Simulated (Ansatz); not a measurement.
# MgBe2Te3: the band gap up the ladder of functionals

An exercise on one series of results from a longer session: the logs are not shown, and one member is left open.

Code: Ansatz 0.2.0. PAW datasets, plane waves. No spin polarisation. The prototype was imposed, so other structures may be more stable.

## The system as given

The cell was relaxed beforehand with r2SCAN.

Space group P3m1 (No. 156), trigonal; conventional cell a = 4.162 Å, c = 10.445 Å, 26.11 Å³ an atom. Be has 4 Te at 2.44–2.52 Å; Be has 4 Te at 2.44–2.53 Å; Mg has 4 Te at 2.70–2.79 Å; Te has 4 Be at 2.44–2.52 Å; Te has 3 Be at 2.53 Å and 1 Mg at 2.79 Å.

As a file:

Space group P3m1 (No. 156). a = 4.162 Å, b = 4.162 Å, c = 10.445 Å, α = 90.00°, β = 90.00°, γ = 120.00°
```
atom  site  symmetry       x       y       z
  Be    1a       3m.  0.0000  0.0000  0.9881
  Be    1c       3m.  0.6667  0.3333  0.6809
  Mg    1b       3m.  0.3333  0.6667  0.3387
  Te    1c       3m.  0.6667  0.3333  0.9147
  Te    1b       3m.  0.3333  0.6667  0.6060
  Te    1a       3m.  0.0000  0.0000  0.2216
```

The first run:

Contents of input.yaml:

```yaml
crystal:
  lattice:
    - [4.1616767904, 0.0, 0.0]
    - [-2.0808383952, 3.6041178228, 0.0]
    - [0.0, 0.0, 10.4445297631]
  atoms:
    - { symbol: Be, position: [0.0, 0.0, -0.0118794103] }
    - { symbol: Be, position: [0.6666666667, 0.3333333333, 0.6809078845] }
    - { symbol: Mg, position: [0.3333333333, 0.6666666667, 0.3386508357] }
    - { symbol: Te, position: [0.6666666667, 0.3333333333, 0.9146672969] }
    - { symbol: Te, position: [0.3333333333, 0.6666666667, 0.6060218565] }
    - { symbol: Te, position: [0.0, 0.0, 0.2216315366] }
kpoints:
  mp_grid: { grid: [12, 12, 4] }
  band_path:
    path:
      - [[0.0, 0.0, 0.0], [0.5, 5.44314046713e-17, -5.118712313873e-19], [0.3333333333333, 0.3333333333333, -6.434384784378e-19], [0.0, 0.0, 0.0], [-3.184485588729e-36, -6.960186955145e-36, 0.5], [0.5, 5.441575917687e-17, 0.5], [0.3333333333333, 0.3333333333333, 0.5], [-3.184485588729e-36, -6.960186955145e-36, 0.5]]
      - [[0.5, 5.441575917687e-17, 0.5], [0.5, 5.44314046713e-17, -5.118712313873e-19]]
      - [[0.3333333333333, 0.3333333333333, 0.5], [0.3333333333333, 0.3333333333333, -6.434384784378e-19]]
    npoints: 10
hamiltonian:
  xc: pbe
scf:
  occupations: { method: fermi_dirac, width: 0.02 }
  n_extra_bands: 5
output:
  forces: true
  stress: true
  eigenvalues: true
```

The run is started by

```console
$ ansatz run input.yaml --threads 4 --pin off --max-ram 5529MiB --backend cpu --events-out ev --progress --plain --runs-dir out
```

Among the steps run: Band structure with PBE; r2SCAN; HSE06 at the same geometry; PBE+SOC at the same geometry; PBE0.

One of the session's tables, all rows but one given; the rest of the session is left out.

```
  level  gap (eV)
    PBE      1.93
 r2SCAN      2.30
  HSE06         ?
PBE+SOC      1.64
   PBE0      3.28
```

**Question.** Estimate the row for HSE06.

The run gave: gap (eV): 2.62. In the column «gap (eV)» it lies between r2SCAN (2.30) and PBE0 (3.28).

Meshes: PBE 12×12×4, r2SCAN 12×12×4, HSE06 6×6×2, PBE+SOC 12×12×4, PBE0 6×6×2

What this shows: The gap runs from 1.64 eV (PBE+SOC) to 3.28 eV (PBE0). Against HSE06, PBE is short by 0.69 eV, at 74 % of it, and r2SCAN 88 %. PBE0 lies 0.66 eV above HSE06, which differs from it by screening the long-range exchange.

Caveats from the session: Warnings in the runs' records: stress scf threshold loose, stress exchange threshold loose.
